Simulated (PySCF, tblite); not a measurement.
**C₅H₁₀O₂SSi: geometry, infrared bands and NMR shifts**

Wanted: the infrared bands and NMR shifts of C₅H₁₀O₂SSi (`C=C1[C@@H](OC)CS[Si@@H]1O`), by calculation.

The runs use tblite 0.8.0 and PySCF 2.14.0, with density-fitted response routines of our own; the level of theory stands in each step. All values are computed, except where a source is named. Atoms are numbered from 0 throughout.

### Step 1. The starting structure

19 atoms, charge 0, multiplicity 1; geometry from: force field or distance geometry start.

Bonds of the start (Å): C0–C1 1.34, C1–C2 1.48, C2–O3 1.40, O3–C4 1.37, C2–C5 1.53, C5–S6 1.84, S6–Si7 2.18, Si7–O8 1.69, Si7–C1 1.86, C0–H9 1.09, C0–H10 1.09, C2–H11 1.12, C4–H12 1.13, C4–H13 1.12, C4–H14 1.10, C5–H15 1.08, C5–H16 1.10, Si7–H17 1.44, O8–H18 0.99.

### Step 2. Optimising the geometry with GFN2-xTB

What the job is given:

```
{"job": {"kind": "relax", "xc": "GFN2-xTB", "basis": "xTB"}, "charge": 0, "multiplicity": 1}
C      1.141300    -0.308000     1.955200
C      0.681800    -0.089800     0.713400
C     -0.555800    -0.596600     0.077900
O     -1.216300     0.532900    -0.409700
C     -2.485800     0.738700     0.066900
C     -0.109800    -1.508300    -1.071300
S      0.710400    -0.332600    -2.218100
Si     1.508900     0.920800    -0.617100
O      3.200000     0.864000    -0.552700
H      0.607400    -0.903100     2.694200
H      2.083200     0.135200     2.288000
H     -1.171300    -1.195600     0.790300
H     -2.861500     1.687700    -0.419000
H     -3.228600    -0.029500    -0.259900
H     -2.473900     0.892200     1.155700
H     -0.931800    -2.057200    -1.503200
H      0.606300    -2.218500    -0.623200
H      0.953700     2.253800    -0.664300
H      3.532100     1.223300    -1.410700
```

Launch:

```console
> OMP_NUM_THREADS=1 python probes_run.py task.json out
```

This one command runs all jobs of the session in turn.

The log of the run:

```text
step      E/eV     max force
  0    -787.13494    2.151
  1    -787.32701    1.415
  2    -787.38464    0.704
  3    -787.42544    0.809
  4    -787.47581    0.372
  5    -787.49049    0.309
  6    -787.50436    0.250
  7    -787.51087    0.214
  8    -787.51723    0.177
  9    -787.52249    0.187
 10    -787.52870    0.201
 11    -787.53548    0.217
 12    -787.54353    0.216
 13    -787.55193    0.194
 14    -787.55964    0.171
 15    -787.56603    0.168
 16    -787.57153    0.172
 17    -787.57639    0.150
 18    -787.58073    0.143
 19    -787.58462    0.160
 20    -787.58825    0.150
 21    -787.59190    0.154
 22    -787.59566    0.134
 23    -787.59935    0.133
 24    -787.60271    0.135
 25    -787.60558    0.133
 26    -787.60814    0.116
 27    -787.61067    0.113
 28    -787.61298    0.119
 29    -787.61356    0.230
 30    -787.61557    0.095
 31    -787.61624    0.070
 32    -787.61709    0.054
 33    -787.61782    0.069
 34    -787.61885    0.082
 35    -787.61952    0.056
 36    -787.62002    0.052
 37    -787.62048    0.057
 38    -787.62105    0.075
 39    -787.62161    0.078
 40    -787.62203    0.048
 41    -787.62231    0.042
 42    -787.62257    0.044
 43    -787.62285    0.051
 44    -787.62309    0.039
 45    -787.62328    0.034
 46    -787.62348    0.047
 47    -787.62378    0.061
 48    -787.62420    0.073
 49    -787.62463    0.061
 50    -787.62496    0.041
 51    -787.62520    0.037
 52    -787.62547    0.051
 53    -787.62587    0.064
 54    -787.62639    0.054
 55    -787.62697    0.054
 56    -787.62758    0.060
 57    -787.62830    0.070
 58    -787.62934    0.093
 59    -787.63073    0.095
 60    -787.63224    0.099
 61    -787.63352    0.077
 62    -787.63449    0.075
 63    -787.63535    0.066
 64    -787.63606    0.061
 65    -787.63650    0.084
 66    -787.63678    0.059
 67    -787.63715    0.044
 68    -787.63762    0.034
 69    -787.63798    0.037
 70    -787.63832    0.032
 71    -787.63866    0.043
 72    -787.63905    0.047
 73    -787.63960    0.059
 74    -787.64018    0.061
 75    -787.64070    0.050
 76    -787.64115    0.055
 77    -787.64193    0.068
 78    -787.64286    0.083
 79    -787.64386    0.087
 80    -787.64490    0.100
 81    -787.64663    0.121
 82    -787.64913    0.132
 83    -787.65492    0.226
 84    -787.65880    0.180
 85    -787.66277    0.223
 86    -787.66603    0.146
 87    -787.67009    0.175
 88    -787.67304    0.141
 89    -787.67382    0.359
 90    -787.67623    0.114
 91    -787.67757    0.087
 92    -787.68037    0.116
 93    -787.68406    0.110
 94    -787.68621    0.128
 95    -787.68748    0.127
 96    -787.68895    0.106
 97    -787.69130    0.091
 98    -787.69293    0.094
 99    -787.69424    0.084
100    -787.69510    0.107
101    -787.69607    0.096
102    -787.69712    0.061
103    -787.69822    0.071
104    -787.69919    0.077
105    -787.70069    0.088
106    -787.70231    0.109
107    -787.70417    0.125
108    -787.70597    0.134
109    -787.70892    0.124
110    -787.71246    0.118
111    -787.71559    0.109
112    -787.71682    0.137
113    -787.71789    0.089
114    -787.71861    0.091
115    -787.71946    0.098
116    -787.72024    0.095
117    -787.72077    0.093
118    -787.72151    0.072
119    -787.72231    0.079
120    -787.72313    0.058
121    -787.72365    0.073
122    -787.72391    0.058
123    -787.72427    0.039
124    -787.72455    0.061
125    -787.72477    0.068
126    -787.72496    0.055
127    -787.72524    0.051
128    -787.72562    0.061
129    -787.72609    0.058
130    -787.72652    0.050
131    -787.72689    0.045
132    -787.72735    0.051
133    -787.72784    0.052
134    -787.72848    0.055
135    -787.72896    0.067
136    -787.72934    0.044
137    -787.72964    0.066
138    -787.73002    0.041
139    -787.73045    0.057
140    -787.73087    0.040
141    -787.73113    0.051
142    -787.73136    0.047
143    -787.73155    0.030
144    -787.73183    0.030
145    -787.73210    0.031
146    -787.73231    0.028
147    -787.73244    0.021
148    -787.73252    0.026
149    -787.73257    0.024
150    -787.73261    0.030
151    -787.73265    0.028
152    -787.73269    0.027
153    -787.73273    0.020
154    -787.73279    0.016
155    -787.73286    0.015
156    -787.73291    0.015
157    -787.73297    0.025
158    -787.73302    0.014
159    -787.73306    0.019
160    -787.73310    0.014
161    -787.73313    0.011
162    -787.73315    0.012
163    -787.73318    0.013
164    -787.73322    0.014
165    -787.73327    0.017
166    -787.73332    0.016
167    -787.73338    0.015
168    -787.73343    0.017
169    -787.73347    0.016
170    -787.73350    0.016
171    -787.73352    0.013
172    -787.73354    0.010
173    -787.73355    0.009
```

Run time: 2.9 s. Hardware: 1 thread of Arm Neoverse N1, shared host; peak memory 0.18 GiB.

Relaxation path: (not every step is listed)

| step | energy from step 0 (eV) | largest force (eV/Å) |
| --- | --- | --- |
| 0 | 0.0000 | 2.1511 |
| 1 | -0.1921 | 1.4148 |
| 2 | -0.2497 | 0.7037 |
| 3 | -0.2905 | 0.8088 |
| 4 | -0.3409 | 0.3719 |
| 5 | -0.3555 | 0.3085 |
| 6 | -0.3694 | 0.2504 |
| 7 | -0.3759 | 0.2142 |
| 8 | -0.3823 | 0.1769 |
| 24 | -0.4678 | 0.1348 |
| 40 | -0.4871 | 0.0484 |
| 56 | -0.4926 | 0.0598 |
| 72 | -0.5041 | 0.0467 |
| 88 | -0.5381 | 0.1411 |
| 104 | -0.5643 | 0.0771 |
| 120 | -0.5882 | 0.0577 |
| 136 | -0.5944 | 0.0436 |
| 152 | -0.5978 | 0.0269 |
| 168 | -0.5985 | 0.0166 |
| 169 | -0.5985 | 0.0156 |
| 170 | -0.5986 | 0.0161 |
| 171 | -0.5986 | 0.0132 |
| 172 | -0.5986 | 0.0105 |
| 173 | -0.5986 | 0.0093 |

Close pairs (by a distance rule), those that changed most:

| bond | before (Å) | after (Å) | change (Å) |
| --- | --- | --- | --- |
| Si7–O8 | 1.693 | 1.621 | -0.072 |
| C4–H12 | 1.130 | 1.088 | -0.043 |
| S6–Si7 | 2.184 | 2.148 | -0.036 |
| O8–H18 | 0.988 | 0.955 | -0.033 |
| O3–C4 | 1.372 | 1.403 | +0.032 |
| C1–C2 | 1.481 | 1.504 | +0.023 |
| C2–O3 | 1.396 | 1.419 | +0.023 |
| C4–H13 | 1.117 | 1.097 | -0.020 |

The next job starts from the end point, and lists it.

### Step 3. Harmonic vibrations with GFN2-xTB

What the job is given:

```
{"job": {"kind": "ir", "xc": "GFN2-xTB", "basis": "xTB"}, "charge": 0, "multiplicity": 1}
C      0.825623    -0.176075     1.859091
C      0.546910    -0.064408     0.571346
C     -0.581802    -0.783511    -0.114044
O     -1.512833     0.167153    -0.607800
C     -2.251112     0.813906     0.394961
C     -0.037748    -1.534917    -1.323837
S      1.162479    -0.528634    -2.274500
Si     1.397640     0.968841    -0.752220
O      2.942242     1.373079    -0.472661
H      0.264289    -0.822850     2.518442
H      1.635122     0.376786     2.306319
H     -1.092956    -1.494936     0.557172
H     -2.917821     1.505618    -0.115349
H     -2.843518     0.092956     0.972156
H     -1.601862     1.368424     1.082205
H     -0.849235    -1.787916    -2.003520
H      0.476232    -2.442455    -1.008955
H      0.774427     2.238888    -1.067912
H      3.654119     0.739301    -0.528355
```

The log of the run:

```text
mode    cm-1     km/mol
  1      47.3      0.85
  2      76.6      1.51
  3     105.7      3.90
  4     123.1      3.00
  5     150.4      2.61
  6     187.8     37.20
  7     213.6     22.49
  8     239.5     75.76
  9     250.9     12.90
 10     301.4      3.85
 11     339.4     16.08
 12     411.0     10.24
 13     505.2     33.36
 14     519.6     24.57
 15     590.3    127.93
 16     620.6     12.10
 17     647.1     78.38
 18     687.9     34.73
 19     709.7      4.12
 20     725.2      1.27
 21     800.5    390.48
 22     840.8      3.38
 23     917.3    129.39
 24     921.9     75.98
 25     929.5     48.98
 26     991.0     19.53
 27    1046.3      4.52
 28    1094.4     62.36
 29    1129.3     29.92
 30    1138.4      4.14
 31    1162.2     15.79
 32    1207.1     21.94
 33    1231.0      4.05
 34    1266.8      9.16
 35    1291.8     26.33
 36    1403.9      0.01
 37    1416.6      1.18
 38    1433.5      2.42
 39    1467.6      5.17
 40    1490.7      2.68
 41    1705.8      6.22
 42    2370.6    206.98
 43    2823.3     77.95
 44    2902.0     53.15
 45    2926.7     40.13
 46    2988.9     14.65
 47    3011.5      6.25
 48    3031.8     14.64
 49    3060.0     43.40
 50    3107.8     25.05
 51    3645.0     38.19
```

Wall time 1.6 s (1 thread of Arm Neoverse N1, shared host); peak memory 0.18 GiB.

The strongest bands and the atoms that carry them (share of the mass-weighted mode):

| cm⁻¹ | km/mol | atoms |
| --- | --- | --- |
| 240 | 75.8 | H18 51 %, O8 19 %, Si7 10 % |
| 590 | 127.9 | H17 51 %, C1 19 % |
| 647 | 78.4 | H17 19 %, Si7 18 %, C0 17 %, C1 10 % |
| 800 | 390.5 | H18 74 %, O8 12 % |
| 917 | 129.4 | O8 33 %, Si7 27 %, H10 12 %, H9 10 % |
| 922 | 76.0 | H9 28 %, H10 28 %, C0 17 %, O8 11 % |
| 2371 | 207.0 | H17 97 % |
| 2823 | 78.0 | H11 94 % |

### Step 4. Shielding tensors: PBE0/pcSseg-1

Same as in step 3 but for these lines:

```diff
@@ -1,2 +1,2 @@
-{"job": {"kind": "ir", "xc": "GFN2-xTB", "basis": "xTB"}, "charge": 0, "multiplicity": 1}
+{"job": {"kind": "nmr", "xc": "PBE0", "basis": "pcSseg-1"}, "charge": 0, "multiplicity": 1}
 C      0.825623    -0.176075     1.859091
```

With the program's defaults for keys left out, this is: GIAO PBE0/pcSseg-1 NMR shielding, non-relativistic, gas phase.

The log of the run:

```text
coarse grid: 17056 points
cycle   1  E = -1033.7804142257  dE =  1.298e+00  |g| = 8.689e-01  |ddm| = 4.076e+00
cycle   2  E = -1033.6201384176  dE =  1.603e-01  |g| = 1.287e+00  |ddm| = 1.884e+00
cycle   3  E = -1033.9187004220  dE = -2.986e-01  |g| = 1.256e-01  |ddm| = 1.285e+00
cycle   4  E = -1033.9218643753  dE = -3.164e-03  |g| = 4.369e-02  |ddm| = 1.627e-01
cycle   5  E = -1033.9222941937  dE = -4.298e-04  |g| = 1.261e-02  |ddm| = 5.141e-02
cycle   6  E = -1033.9223235467  dE = -2.935e-05  |g| = 6.040e-03  |ddm| = 1.658e-02
cycle   7  E = -1033.9223321897  dE = -8.643e-06  |g| = 1.207e-03  |ddm| = 6.158e-03
final grid: 155848 points
cycle   8  E = -1033.9991804284  dE = -2.913e-05  |g| = 1.367e-02  |ddm| = 3.445e-02
cycle   9  E = -1033.9991379120  dE =  4.252e-05  |g| = 2.026e-02  |ddm| = 2.690e-02
cycle  10  E = -1033.9992169508  dE = -7.904e-05  |g| = 1.590e-03  |ddm| = 1.717e-02
cycle  11  E = -1033.9992174812  dE = -5.304e-07  |g| = 2.331e-04  |ddm| = 1.773e-03
cycle  12  E = -1033.9992174943  dE = -1.308e-08  |g| = 8.355e-05  |ddm| = 4.601e-04
cycle  13  E = -1033.9992174958  dE = -1.517e-09  |g| = 3.028e-05  |ddm| = 1.133e-04
cycle  14  E = -1033.9992174960  dE = -1.864e-10  |g| = 5.635e-06  |ddm| = 3.146e-05
converged SCF energy = -1033.9992174960

GIAO shielding tensors (ppm)
atom      isotropic    diamagn.    paramagn.     s11        s22        s33       span
  0 C       54.646     253.344    -198.698    -58.462     59.337    163.064    221.526
  1 C       28.510     267.916    -239.406    -71.817     12.355    144.993    216.810
  2 C       98.745     246.890    -148.145     83.247     92.861    120.127     36.880
  3 O      280.221     397.870    -117.649    230.146    270.362    340.154    110.008
  4 C      130.472     245.542    -115.069     98.831    110.490    182.096     83.265
  5 C      146.394     249.374    -102.979    125.350    148.505    165.327     39.978
  6 S      658.237    1057.737    -399.501    542.654    639.404    792.652    249.998
  7 Si     353.737     878.625    -524.888    309.543    342.589    409.078     99.535
  8 O      300.278     384.941     -84.663    258.233    304.915    337.687     79.454
  9 H       25.711      32.015      -6.303     22.023     24.871     30.240      8.217
 10 H       25.781      30.806      -5.026     22.406     24.583     30.354      7.948
 11 H       28.220      34.119      -5.898     25.708     26.949     32.004      6.296
 12 H       28.079      28.872      -0.793     23.803     25.566     34.866     11.063
 13 H       28.859      29.769      -0.910     24.928     25.849     35.801     10.873
 14 H       28.355      31.016      -2.661     24.156     27.604     33.306      9.150
 15 H       28.628      30.638      -2.011     23.099     27.019     35.765     12.667
 16 H       28.546      31.141      -2.594     22.583     27.511     35.545     12.962
 17 H       26.268      28.974      -2.706     21.842     25.637     31.325      9.483
 18 H       30.100      30.267      -0.168     22.018     25.080     43.201     21.184
```

Wall time 1.8 min (1 thread of Arm Neoverse N1, shared host); peak memory 0.93 GiB.

The references, computed at this level on geometries of the same kind, shield at (ppm): ¹H TMS 31.72, ¹³C TMS 186.9, ²⁹Si TMS 349.2, ¹⁷O H2O 336.1, ³³S CS2 504. Their shielding less the atom's gives the shift. The references are single molecules in the gas phase, so shifts against H2O, NH3, PH3, H3PO4 or CFCl3 are not on the usual liquid scales and can be off by tens of ppm. Atoms listed in one row are averaged.

| atoms | environment | σ (ppm) | δ (ppm) | δ scaled to CDCl3 |
| --- | --- | --- | --- | --- |
| C1 | fully substituted alkene carbon | 28.5 | 158.4 | 152.7 |
| C0 | terminal =CH2 carbon | 54.6 | 132.3 | 127.2 |
| C2 | allylic sp3 CH bonded to O | 98.7 | 88.2 | 84.1 |
| C4 | methyl carbon bonded to O | 130.5 | 56.5 | 53.2 |
| C5 | sp3 CH2 bonded to S | 146.4 | 40.5 | 33.2 |
| H9 | hydrogen on a terminal =CH2 carbon | 25.71 | 6.01 | 5.77 |
| H10 | hydrogen on a terminal =CH2 carbon | 25.78 | 5.94 | 5.70 |
| H17 | hydrogen on a silicon bonded to C, O, S, in a 5-membered ring | 26.27 | 5.45 | – |
| H11 | hydrogen on an allylic sp3 CH bonded to O | 28.22 | 3.50 | 3.40 |
| H12, H13, H14 | hydrogen on a methyl carbon bonded to O | 28.43 | 3.29 | 3.20 |
| H16 | hydrogen on an sp3 CH2 bonded to S | 28.55 | 3.17 | 3.09 |
| H15 | hydrogen on an sp3 CH2 bonded to S | 28.63 | 3.09 | 3.02 |
| H18 | hydrogen on an oxygen bonded to Si | 30.10 | 1.62 | – |
| O3 | ether oxygen | 280.2 | 55.9 | – |
| O8 | oxygen bonded to Si, H | 300.3 | 35.8 | – |
| S6 | sulfur bonded to C, Si, in a 5-membered ring | 658 | -155 | – |
| Si7 | silicon bonded to C, O, S, H, in a 5-membered ring | 353.7 | -4.6 | – |

The scaled column applies a straight-line fit of computed shieldings to shifts measured in CDCl3, with any fitted terms for Cl, Br or S neighbours (root-mean-square error 0.16 ppm for H, 1.9 ppm for C).

The run also stored atomic charges by several schemes (e):

| atoms | Mulliken | IAO | Hirshfeld | ESP fit |
| --- | --- | --- | --- | --- |
| C0 | -0.04 | -0.29 | -0.08 | -0.31 |
| C1 | -0.57 | -0.31 | -0.10 | -0.14 |
| C2 | 0.02 | 0.09 | 0.04 | -0.03 |
| O3 | -0.49 | -0.39 | -0.13 | -0.28 |
| C4 | -0.01 | -0.20 | -0.04 | -0.17 |
| C5 | -0.19 | -0.33 | -0.08 | -0.35 |
| S6 | -0.32 | -0.23 | -0.12 | -0.32 |
| Si7 | 1.01 | 1.05 | 0.37 | 0.72 |
| O8 | -0.54 | -0.78 | -0.30 | -0.65 |

Mayer bond orders: C0–C1 1.98, C1–C2 0.97, C2–O3 0.91, O3–C4 0.92, C2–C5 1.02, C5–S6 0.97, S6–Si7 0.95, Si7–O8 1.07, Si7–C1 0.79.

Ring of atoms C1, C2, C5, S6, Si7: NICS(0) -4.5, NICS(1) -3.9, NICS(1)zz -1.6 ppm (means of both faces).

The fields below are evaluated on a grid from the run's orbitals.

Frontier orbitals at PBE0/pcSseg-1, with the share of their density that lies nearest to each atom:

| orbital | energy (eV) | lies on |
| --- | --- | --- |
| HOMO | -6.70 | S6 77 % |
| LUMO | -0.63 | C0, C1 about 29 % each; H9, H10 about 8 % each; Si7 7 % |

ELF in a plane through or near 6 of the atoms.

Ten even steps from '0' (0.00) to '9' (1.00):
```
0000000000000000000000000000
0000000000000000000000000000
0000000000000000000000000000
0000000000000000000000000000
0000000000000000000000000000
0000000000000000697100000000
0000014640000001999400000000
0000037873123201999420000000
0000368285027400473263000000
0000688781746302671463100000
0000466440513116576321000000
0000000026772016577200000000
0000000268555100687300000000
0000002684666410011000000000
0000002688326225200000000000
0000000478883015500000000000
0000000246651002100000000000
0000000001110000000000000000
0000000000000000000000000000
0000000000000000000000000000
```
The map spans 12.7 Å across and 10.7 Å up, centred on the molecule. Atoms in the plane (x, y in Å): O3 (1.4, -0.5), C4 (2.2, 0.6), S6 (-1.5, -2.0), Si7 (-1.6, 0.1), O8 (-3.1, 0.7), H14 (1.7, 1.5).

On the surface of density 0.002 e/bohr³ the electrostatic potential runs, from the 1st to the 99th percentile, from -1.37 V near O3 to 1.99 V near H18.

### Step 5. What came out

```
                                                              quantity                                               value
                             strongest single infrared mode (GFN2-xTB)                                800 cm⁻¹, 390 km/mol
                                          zero-point energy (GFN2-xTB)                                       88.9 kcal/mol
                                ¹³C shifts against TMS (PBE0/pcSseg-1)                  158.4, 132.3, 88.2, 56.5, 40.5 ppm
¹H shifts against TMS (PBE0/pcSseg-1, means over atoms taken as alike)  6.01, 5.94, 5.45, 3.50, 3.29, 3.17, 3.09, 1.62 ppm
                                ¹⁷O shifts against H2O (PBE0/pcSseg-1)                                      55.9, 35.8 ppm
                                ³³S shifts against CS2 (PBE0/pcSseg-1)                                            -155 ppm
                               ²⁹Si shifts against TMS (PBE0/pcSseg-1)                                            -4.6 ppm
                                 surface potential, 1st and 99th percentile                                  -1.37 V and 1.99 V
```

In words: Over 173 steps the energy fell by 0.599 eV; of the close pairs, Si7–O8 changed most, 1.693 to 1.621 Å. All 51 modes are real, so the xTB geometry is a minimum. The strongest single mode, at 800 cm⁻¹, moves mainly H18. Unscaled tight-binding wavenumbers are off by several per cent, some by more. Its intensities can rank the bands wrongly. C1 (fully substituted alkene carbon) lies farthest downfield among carbon, at 158.4 ppm; an sp2 carbon of a C=C bond. At PBE0/pcSseg-1: The widest tensor belongs to S6: span 250 ppm, with a paramagnetic part of -400 ppm. By nearest atom (PBE0/pcSseg-1), the HOMO sits on S6 77 % and the LUMO on C0, C1 about 29 % each; H9, H10 about 8 % each.
